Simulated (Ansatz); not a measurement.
# B2Mo5P: the cost of one run

Method: DFT PBEsol, scalar-relativistic, plane waves, PAW, in Ansatz 0.2.0.

1 further run of the same task is left out (set aside as unsound or not needed).

## 1. The system as given

The structure is tetragonal, space group I4/mcm (No. 140). The conventional cell has a = 5.987 Å, b = 5.987 Å, c = 11.149 Å, α = 90.00°, β = 90.00°, γ = 90.00°. P (site symmetry 422) is surrounded by 10 Mo at 2.55 to 2.79 Å. B (site symmetry m2m) has 1 B at 2.01 Å and 8 Mo at 2.33 to 2.40 Å as nearest neighbours. Mo (site symmetry m) is surrounded by 3 B at 2.33 to 2.40 Å and 2 P at 2.55 Å. Around Mo (site symmetry 4/m) lie 4 B at 2.39 Å and 8 Mo at 2.72 Å and 2 P at 2.79 Å.

Structure file:

```cif
data_structure
_symmetry_space_group_name_H-M 'I4/mcm'
_symmetry_Int_Tables_number 140
_cell_length_a 5.9871
_cell_length_b 5.9871
_cell_length_c 11.1494
_cell_angle_alpha 90.000
_cell_angle_beta 90.000
_cell_angle_gamma 90.000
_cell_volume 399.65
loop_
_atom_site_label
_atom_site_type_symbol
_atom_site_symmetry_multiplicity
_atom_site_Wyckoff_symbol
_atom_site_fract_x
_atom_site_fract_y
_atom_site_fract_z
_atom_site_occupancy
P1 P 4 a 0.00000 0.00000 0.25000 1
B1 B 8 h 0.38159 0.88159 0.00000 1
Mo1 Mo 16 l 0.16639 0.66639 0.14005 1
Mo2 Mo 4 c 0.00000 0.00000 0.00000 1
```

This cell was relaxed beforehand with the same method: volume 12.49 Å³/atom, gap on the mesh none (metal).

## 2. The cell under PBEsol

input.yaml reads:

```yaml
crystal:
  lattice:
    - [-2.9935498028, 2.9935498028, 5.5746849799]
    - [2.9935498028, -2.9935498028, 5.5746849799]
    - [2.9935498028, 2.9935498028, -5.5746849799]
  atoms:
    - { symbol: P, position: [0.25, 0.25, 0.0] }
    - { symbol: P, position: [0.75, 0.75, 0.0] }
    - { symbol: B, position: [0.8815872188, 0.3815872188, 0.2631744376] }
    - { symbol: B, position: [0.3815872188, 0.1184127812, 0.5] }
    - { symbol: B, position: [0.1184127812, 0.6184127812, 0.7368255624] }
    - { symbol: B, position: [0.6184127812, 0.8815872188, 0.5] }
    - { symbol: Mo, position: [0.8064387878, 0.3064387878, 0.8327821965] }
    - { symbol: Mo, position: [0.3064387878, 0.4736565913, 0.5] }
    - { symbol: Mo, position: [0.4736565913, 0.9736565913, 0.1672178035] }
    - { symbol: Mo, position: [0.9736565913, 0.8064387878, 0.5] }
    - { symbol: Mo, position: [0.6935612122, 0.5263434087, 0.5] }
    - { symbol: Mo, position: [0.1935612122, 0.6935612122, 0.1672178035] }
    - { symbol: Mo, position: [0.0263434087, 0.1935612122, 0.5] }
    - { symbol: Mo, position: [0.5263434087, 0.0263434087, 0.8327821965] }
    - { symbol: Mo, position: [0.0, 0.0, 0.0] }
    - { symbol: Mo, position: [0.5, 0.5, 0.0] }
basis:
  ecutwfc: 420
kpoints:
  mp_grid: { grid: [8, 8, 8] }
hamiltonian:
  xc: pbesol
scf:
  occupations: { method: gaussian, width: 0.1 }
output:
  forces: true
  stress: true
  eigenvalues: true
relax:
  adjacent_minimum: "off"
  f_tol: 0.005
  max_steps: 50
  cell: { stress_tol: 0.05 }
```

Command:

```bash
> ansatz run input.yaml --threads 4 --pin off --max-ram 10240MiB --backend cpu --events-out ev --progress --plain --runs-dir out
```

What time and memory should one allow on 4 threads of Arm Neoverse V1, shared host?

About 1.8 min, with a peak of 1.3 GiB.
